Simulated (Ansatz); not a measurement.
# CdSi2: what a guessed cell relaxes into

The task: take a trial cell of CdSi2 to zero force and stress.

Computed with Ansatz 0.2.0 (DFT PBE, scalar-relativistic, plane waves, PAW, unless a step's input says otherwise).

## 1. Starting point

Symmetry: P6/mmm, No. 191, hexagonal system. The conventional cell has a = 4.204 Å, b = 4.204 Å, c = 4.108 Å, α = 90.00°, β = 90.00°, γ = 120.00°. Cd (site symmetry 6/mmm) has 6 Si at 2.43 Å as nearest neighbours. Si (site symmetry -6m2) is surrounded by 3 Cd at 2.43 Å and 3 Si at 2.43 Å.

Structure file:

```cif
data_structure
_symmetry_space_group_name_H-M 'P6/mmm'
_symmetry_Int_Tables_number 191
_cell_length_a 4.2038
_cell_length_b 4.2038
_cell_length_c 4.1078
_cell_angle_alpha 90.000
_cell_angle_beta 90.000
_cell_angle_gamma 120.000
_cell_volume 62.87
loop_
_atom_site_label
_atom_site_type_symbol
_atom_site_symmetry_multiplicity
_atom_site_Wyckoff_symbol
_atom_site_fract_x
_atom_site_fract_y
_atom_site_fract_z
_atom_site_occupancy
Cd1 Cd 1 a 0.00000 0.00000 0.00000 1
Si1 Si 2 c 0.33333 0.66667 0.00000 1
```

The cell is invented: random cell by space group and Wyckoff sites (P6/mmm, No. 191). The dimensions are guesses.

## 2. A first look at the guess

input.yaml

```yaml
crystal:
  lattice:
    - [4.20381366, 0.0, 0.0]
    - [-2.10190683, 3.64060943, 0.0]
    - [0.0, 0.0, 4.10776492]
  atoms:
    - { symbol: Cd, position: [0.0, 0.0, 0.0] }
    - { symbol: Si, position: [0.33333333, 0.66666667, 0.0] }
    - { symbol: Si, position: [0.66666667, 0.33333333, 0.0] }
basis:
  ecutwfc: 420
kpoints:
  mp_grid: { grid: [6, 6, 4] }
hamiltonian:
  xc: pbe
scf:
  occupations: { method: gaussian, width: 0.1 }
  lower_state_search: "off"
output:
  forces: true
  stress: true
  eigenvalues: true
```

The run is started by

```bash
> ansatz run input.yaml --threads 1 --pin off --max-ram 2560MiB --backend cpu --events-out ev --progress --plain --runs-dir out
```

Further runs follow: rough relaxation on the coarse mesh; another rough relaxation; relaxation on the finer mesh.

**Question.** What will these runs give? Wanted: conventional cell; volume; energy over the elements; gap on the mesh.

The runs gave:

| quantity | value |
| --- | --- |
| symmetry at the end (tolerance 0.05 Å) | space group P6/mmm (No. 191) |
| conventional cell | a = 4.892 Å, b = 4.892 Å, c = 2.675 Å, α = 90.00°, β = 90.00°, γ = 120.00° |
| volume | 18.48 Å³/atom |
| energy over the elements | +0.50 eV/atom |
| gap on the mesh | none (metal) |

The space group P6/mmm (No. 191) is kept, and the volume per atom shrinks by 11.8 % from the first guess. The formation energy is positive, so the separate elements lie lower. No finished test with a distortion of lower symmetry is shown, so the end may be a saddle point.
